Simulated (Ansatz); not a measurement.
# Cl2GeH4OSi: a ladder of functionals and wavefunction methods

An exercise on one series of results from a longer session: the logs are not shown, and one member is left open.

Method: functionals in def2-TZVPP, the program's frozen cores in correlated methods; program: Ansatz 0.2.0, Gaussian basis.

Plan: LDA (SPW92), PBE-D4, revPBE-D4, BLYP-D4, r2SCAN-D4, B97M-V, PBE0-D4, B3LYP-D4, r2SCANh-D4, r2SCAN0-D4, HSE06-D4, BHLYP-D4, CAM-B3LYP-D4, LC-ωPBE, ωB97X-V, ωB97M-V, B2PLYP, PBE-QIDH; CCSD(T)/def2-SVP; CCSD(T)/def2-TZVPP; MP2/def2-QZVPP; extrapolation to the limit; RPA on PBE.

## Structure used throughout

The geometry comes from an earlier relaxation with PBE0-D4 in a triple-zeta def2 set; it is a stationary point, not always the lowest conformer.

SMILES `Cl[SiH](Cl)[O][GeH3]`, 9 atoms, charge 0, spin multiplicity 1.

Atoms are counted from 1 here; the program's logs count them from 0.

Bond lengths: Cl1–Si2 2.048 Å, Si2–Cl3 2.045 Å, Si2–O4 1.603 Å, Si2–H6 1.469 Å, O4–Ge5 1.792 Å, Ge5–H7 1.534 Å, Ge5–H8 1.532 Å, Ge5–H9 1.531 Å. Angles: Cl1–Si2–Cl3 107.4°, Cl1–Si2–O4 110.5°, Cl1–Si2–H6 109.0°, Cl3–Si2–O4 110.8°, Cl3–Si2–H6 108.9°, O4–Si2–H6 110.2°, Si2–O4–Ge5 135.2°, O4–Ge5–H7 108.2°, O4–Ge5–H8 106.7°, O4–Ge5–H9 104.8°, H7–Ge5–H8 112.1°, H7–Ge5–H9 112.4°, H8–Ge5–H9 112.2°.

Set-up of the first run:

in.yaml

```yaml
crystal:
  periodic: [false, false, false]
  atoms:
    - {symbol: Cl, position_ang: [-1.700524, -1.243558, 1.514341]}
    - {symbol: Si, position_ang: [-0.695095, 0.520455, 1.247571]}
    - {symbol: Cl, position_ang: [0.915385, 0.504341, 2.508017]}
    - {symbol: O, position_ang: [-0.223414, 0.672101, -0.277399]}
    - {symbol: Ge, position_ang: [0.678292, -0.353398, -1.438478]}
    - {symbol: H, position_ang: [-1.577668, 1.634306, 1.619394]}
    - {symbol: H, position_ang: [1.606392, -1.277161, -0.639976]}
    - {symbol: H, position_ang: [-0.368028, -1.138534, -2.236744]}
    - {symbol: H, position_ang: [1.453159, 0.635146, -2.313624]}
basis:
  gaussian: {orbitals: def2-TZVPP}
hamiltonian: {xc: lda}
output: {orbitals: {seedname: orbitals}}
```

On the command line:

```bash
ansatz run in.yaml --threads 4 --pin off --events-out ev --progress --plain --max-ram 10444MiB
```

Among the steps run: LDA; PBE-D4 (GGA); revPBE-D4 (GGA); BLYP-D4 (GGA); r2SCAN-D4 (meta-GGA); B97M-V (meta-GGA); B3LYP-D4 (hybrid); r2SCANh-D4 (hybrid); r2SCAN0-D4 (hybrid); HSE06-D4 (hybrid); BHLYP-D4 (hybrid); CAM-B3LYP-D4 (range-separated); LC-ωPBE (range-separated); ωB97X-V (range-separated); ωB97M-V (range-separated); B2PLYP (double hybrid); PBE-QIDH (double hybrid).

One table of the session follows, with a row left open; its other results are not shown here.

It belongs to the step «Orbital energies across the functionals». 

| functional | HOMO (eV) | gap (eV) |
| --- | --- | --- |
| LDA (SPW92) | -7.65 | 6.22 |
| PBE-D4 | -7.51 | 6.38 |
| revPBE-D4 | -7.46 | 6.47 |
| BLYP-D4 | -7.36 | 6.35 |
| r2SCAN-D4 | -7.89 | 7.10 |
| B97M-V | ? | ? |
| PBE0-D4 | -8.98 | 8.74 |
| B3LYP-D4 | -8.69 | 8.23 |
| r2SCANh-D4 | -8.43 | 7.94 |
| r2SCAN0-D4 | -9.23 | 9.19 |
| HSE06-D4 | -8.57 | 7.96 |
| BHLYP-D4 | -10.29 | 10.97 |
| CAM-B3LYP-D4 | -10.34 | 11.14 |
| LC-ωPBE | -11.77 | 13.78 |
| ωB97X-V | -11.40 | 13.24 |
| ωB97M-V | -11.25 | 12.85 |

Q: Estimate the row for B97M-V from the others.

The run gave: HOMO (eV): -8.02; gap (eV): 7.08. In the column «HOMO (eV)» it lies between r2SCANh-D4 (-8.43) and r2SCAN-D4 (-7.89).
